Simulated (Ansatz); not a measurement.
# Be: one contact scaled

One table from this session's results is given with a row withheld; the runs are named, their logs left out.

Method: DFT PBEsol, with the methods named in each step, in Ansatz 0.2.0.

## The system as given

The structure is cubic, space group Fd-3m (No. 227). The conventional cell has a = 4.293 Å, b = 4.293 Å, c = 4.293 Å, α = 90.00°, β = 90.00°, γ = 90.00°. Be (site symmetry -43m) has 4 Be at 1.86 Å in its first shell of neighbours.

Structure file:

```
CELL_PARAMETERS angstrom
0.00000 2.14633 2.14633
2.14633 0.00000 2.14633
2.14633 2.14633 0.00000
ATOMIC_POSITIONS crystal
Be 0.87500 0.87500 0.87500
Be 0.12500 0.12500 0.12500
```

Atoms are numbered in the order of the input: Be1, Be2.

The first run:

The input, input.yaml:

```yaml
crystal:
  lattice:
    - [0.0, 2.1463250724, 2.1463250724]
    - [2.1463250724, 0.0, 2.1463250724]
    - [2.1463250724, 2.1463250724, 0.0]
  atoms:
    - { symbol: Be, position: [-0.125, -0.125, -0.125] }
    - { symbol: Be, position: [0.125, 0.125, 0.125] }
kpoints:
  mp_grid: { grid: [12, 12, 12] }
scf:
  occupations: { method: fermi_dirac, width: 0.05 }
hamiltonian:
  xc: pbesol
  pseudopotentials: { kind: all_electron, lapw: { basis_error: 0.001 } }
output:
  forces: true
  stress: true
  eigenvalues: true
  populations: true
```

Launch:

```bash
> ansatz run input.yaml --threads 1 --pin off --max-ram 2048MiB --backend cpu --events-out ev --progress --plain --runs-dir out
```

Steps of the session up to this table: The bond as given, LAPW; Shortest bond scaled by 1, crystal datasets; Shortest bond scaled by 1.1, LAPW; Shortest bond scaled by 1.1, crystal datasets; Shortest bond scaled by 0.94, LAPW; Shortest bond scaled by 0.88, LAPW; Shortest bond scaled by 0.58, LAPW; Shortest bond scaled by 0.58, crystal datasets.

One table of the session follows, with a row left open; its other results are not shown here.

| method | length (Å) | force along the bond (eV/Å) | pressure (GPa) | largest force (eV/Å) |
| --- | --- | --- | --- | --- |
| LAPW | 1.078 | 32.671 | 74.60 | 32.671 |
| LAPW | 1.636 | 3.790 | 35.81 | 3.790 |
| LAPW | 1.747 | 1.511 | 33.31 | 1.511 |
| LAPW | 1.859 | 0.000 | 32.64 | 0.000 |
| LAPW | 2.045 | ? | ? | ? |
| PAW | 1.078 | 32.471 | 74.56 | 32.471 |
| PAW | 1.636 | 3.798 | 35.90 | 3.798 |
| PAW | 1.747 | 1.514 | 33.38 | 1.514 |
| PAW | 1.859 | 0.000 | 32.70 | 0.000 |
| PAW | 2.045 | -1.165 | 33.93 | 1.165 |
| PAW (source ansatz) | 1.078 | 32.686 | 74.64 | 32.686 |
| crystal datasets | 1.078 | 32.672 | 74.60 | 32.672 |
| crystal datasets | 1.859 | 0.000 | 32.63 | 0.000 |
| crystal datasets | 2.045 | -1.164 | 33.85 | 1.164 |

Q: Estimate the row for LAPW, 2.045 from the others.

As computed: force along the bond (eV/Å): -1.164; pressure (GPa): 33.86; largest force (eV/Å): 1.164.

Caveats from the session: Warnings in the runs' records: crystal datasets made, printed levels off.
